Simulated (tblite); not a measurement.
# C3H11AsBN: the cost of one run

Programs: PySCF 2.14.0 with density-fitted response routines of our own, and tblite 0.8.0. All values are computed, except where a source is named. Atoms count from 0 throughout.

## 1. The starting structure

17 atoms, charge 0, multiplicity 1; geometry from: force field or distance geometry start.

Bonds of the start (Å): As5–H15 1.56, As5–H16 1.56, B3–As5 2.05, B3–N4 1.51, C0–C1 1.54, C0–H6 1.10, C0–H7 1.11, C0–H8 1.11, C1–C2 1.52, C1–H10 1.10, C1–H9 1.13, C2–B3 1.61, C2–H11 1.11, C2–H12 1.11, N4–H13 1.04, N4–H14 1.05.

## 2. GFN2-xTB relaxation, start minimum

The job: settings as JSON, then the geometry in Å.

```
{"job": {"xc": "GFN2-xTB", "basis": "xTB", "kind": "relax"}, "charge": 0, "multiplicity": 1}
C      2.575500    -0.838700     0.024200
C      1.351200    -0.000300     0.429500
C      0.095300    -0.498600    -0.260000
B     -1.184300     0.370700     0.169000
N     -1.240500     1.850200    -0.124500
As    -2.745700    -0.543200     1.139100
H      3.472800    -0.456400     0.542900
H      2.422200    -1.896800     0.304300
H      2.735800    -0.762400    -1.069900
H      1.226900    -0.081600     1.546500
H      1.545200     1.057500     0.175900
H      0.199600    -0.412600    -1.363100
H     -0.101200    -1.559400     0.002500
H     -1.372600     2.347500     0.774000
H     -2.099700     2.023100    -0.704200
H     -3.694600     0.677100     0.918100
H     -3.193000    -1.263900    -0.164300
```

Command:

```sh
> OMP_NUM_THREADS=1 python ens_run.py task.json out
```

The driver reads the study from task.json and runs its stages one after another.

**Question.** How long does this first job take on 1 thread of Intel Xeon Platinum 8259CL at 2.50GHz, shared host?

About 3 s.
